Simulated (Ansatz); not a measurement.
**C2H5AlF (SMILES [CH2][Al]([CH3])[F]): UHSE06/def2-SVP**

What is the energy change on altering one bond length of C2H5AlF at UHSE06/def2-SVP? 

The results are computed with Ansatz 0.2.0.

55 further runs of the same task are left out: 1 that didn't finish, 54 set aside as unsound or not needed.

### Step 1. Starting point

C2H5AlF has 9 atoms, charge 0, and is taken as a doublet. SMILES: `[CH2][Al]([CH3])[F]`. The coordinates come from a PBE0-D4/def2-TZVP relaxation. This is one conformer, not always the lowest.

Bond lengths: C1–Al2 1.918 Å, Al2–C3 1.939 Å, Al2–F4 1.657 Å, C1–H5 1.088 Å, C1–H6 1.089 Å, C3–H7 1.094 Å, C3–H8 1.094 Å, C3–H9 1.093 Å. Some angles: C1–Al2–C3 125.9°, C1–Al2–F4 116.2°, C3–Al2–F4 117.9°, Al2–C1–H5 124.0°, Al2–C1–H6 123.9°, Al2–C3–H7 111.0°, Al2–C3–H8 110.9°, Al2–C3–H9 112.4°, H5–C1–H6 112.2°, H7–C3–H8 106.5°.

### Step 2. A single-point energy at UHSE06/def2-SVP

File run.yaml:

```yaml
crystal:
  periodic: [false, false, false]
  atoms:
    - {symbol: C, position_ang: [-0.686400, 1.587500, -0.820000]}
    - {symbol: Al, position_ang: [-0.112800, -0.228700, -0.596500]}
    - {symbol: C, position_ang: [0.607100, -1.002300, 1.029300]}
    - {symbol: F, position_ang: [-0.253200, -1.209400, -1.924700]}
    - {symbol: H, position_ang: [-1.086800, 1.989200, -1.748800]}
    - {symbol: H, position_ang: [-0.649000, 2.336800, -0.031000]}
    - {symbol: H, position_ang: [-0.009300, -1.839800, 1.370600]}
    - {symbol: H, position_ang: [1.611200, -1.403400, 0.860100]}
    - {symbol: H, position_ang: [0.667900, -0.276300, 1.843700]}
basis:
  gaussian: {orbitals: def2-SVP}
magnetization: {spin_polarized: true, initial_magnetization: 1}
hamiltonian: {xc: hse06}
accuracy: high
output: {orbitals: {seedname: orbitals}}
```

On the command line:

```
$ ansatz run run.yaml --threads 1 --pin off --max-ram 3480MiB --events-out events.jsonl --progress --plain --runs-dir runs
```

What it wrote:

```text
Warning: RAYON_NUM_THREADS=1 ignored (pool sized by the plan → 1); use --threads N
Functional definition: HSE06
  name "HSE06"
  parameter a = 0.25
  parameter omega = 0.11/bohr
  exchange = pbe_x - a*pbe_x_sr(omega) + a*exact_x_sr(omega)
  correlation = pbe_c
1920 factors; integrals over basis functions are off by at most 7.2e-9 eV
98 factors; integrals over basis functions are off by at most 2.1e-9 eV
mean field evaluation 1: about -11446.6557 eV, gradient 4.4e1 eV
mean field evaluation 2: about -11442.1821 eV, gradient 5.4e1 eV
mean field evaluation 4: about -11455.3347 eV, gradient 2.0e0 eV
mean field evaluation 8: about -11455.4954 eV, gradient 1.6e-1 eV
mean field evaluation 16: about -11455.4956 eV, gradient 4.3e-5 eV
mean field -11455.49555940 eV, -420.9816969943 hartree, gradient 9.4e-8 eV, S^2 0.753243; 0 other end points of the search recorded, 0 dependent functions left out
reference -11455.49556317 eV, -420.9816971326 hartree; 20, 19 occupied and 65, 66 virtual orbitals, 1920 factors
Total energy: -11455.49556317 eV, -420.9816971326 hartree
```

Wall time 13 s (1 thread of Arm Neoverse V1, shared host); peak memory 0.4 GiB.

### Step 3. The distorted shape, same level

File run.yaml:

```yaml
crystal:
  periodic: [false, false, false]
  atoms:
    - {symbol: C, position_ang: [-0.665343, 1.734585, -0.620796]}
    - {symbol: Al, position_ang: [-0.091743, -0.081615, -0.397296]}
    - {symbol: C, position_ang: [0.628157, -0.855215, 1.228504]}
    - {symbol: F, position_ang: [-0.253200, -1.209400, -1.924700]}
    - {symbol: H, position_ang: [-1.065743, 2.136285, -1.549596]}
    - {symbol: H, position_ang: [-0.627943, 2.483885, 0.168204]}
    - {symbol: H, position_ang: [0.011757, -1.692715, 1.569804]}
    - {symbol: H, position_ang: [1.632257, -1.256315, 1.059304]}
    - {symbol: H, position_ang: [0.688957, -0.129215, 2.042904]}
basis:
  gaussian: {orbitals: def2-SVP}
hamiltonian: {xc: hse06}
output: {orbitals: {seedname: orbitals}}
accuracy: high
magnetization: {spin_polarized: true, initial_magnetization: 1}
```

On the command line:

```
$ ansatz run run.yaml --threads 1 --pin off --max-ram 3480MiB --events-out events.jsonl --progress --plain --runs-dir runs
```

What it wrote:

```text
Warning: RAYON_NUM_THREADS=1 ignored (pool sized by the plan → 1); use --threads N
[... 6 set-up lines as earlier in the session ...]
1912 factors; integrals over basis functions are off by at most 5.6e-9 eV
99 factors; integrals over basis functions are off by at most 1.9e-9 eV
mean field evaluation 1: about -11445.9135 eV, gradient 4.4e1 eV
mean field evaluation 2: about -11438.4267 eV, gradient 6.2e1 eV
mean field evaluation 4: about -11454.8059 eV, gradient 1.9e0 eV
mean field evaluation 8: about -11454.9618 eV, gradient 1.8e-1 eV
mean field evaluation 16: about -11454.9620 eV, gradient 5.2e-5 eV
mean field -11454.96201957 eV, -420.9620897670 hartree, gradient 5.0e-8 eV, S^2 0.753279; 0 other end points of the search recorded, 0 dependent functions left out
reference -11454.96202325 eV, -420.9620899023 hartree; 20, 19 occupied and 65, 66 virtual orbitals, 1912 factors
Total energy: -11454.96202325 eV, -420.9620899023 hartree
```

Run time: 14 s. Hardware: 1 thread of Arm Neoverse V1, shared host; peak memory 0.39 GiB.

### Step 4. What came out

At UHSE06/def2-SVP:

| quantity | value |
| --- | --- |
| first shape: total energy | -420.98170 Eh |
| first shape: HOMO energy (highest over α and β) | -6.83 eV |
| first shape: LUMO energy (lowest over α and β) | -3.01 eV |
| first shape: ⟨S²⟩ | 0.753 |
| distorted shape: total energy | -420.96209 Eh |
| distorted shape: HOMO energy (highest over α and β) | -7.06 eV |
| distorted shape: LUMO energy (lowest over α and β) | -3.28 eV |
| distorted shape: ⟨S²⟩ | 0.753 |
| energy change with the Al2–F4 bond stretched from 1.657 to 1.906 Å | 0.534 eV |

With the Al2–F4 bond stretched from 1.657 to 1.906 Å the energy rises by 0.53 eV (12.3 kcal/mol). The first shape isn't relaxed at this level, so the change isn't measured from a minimum.
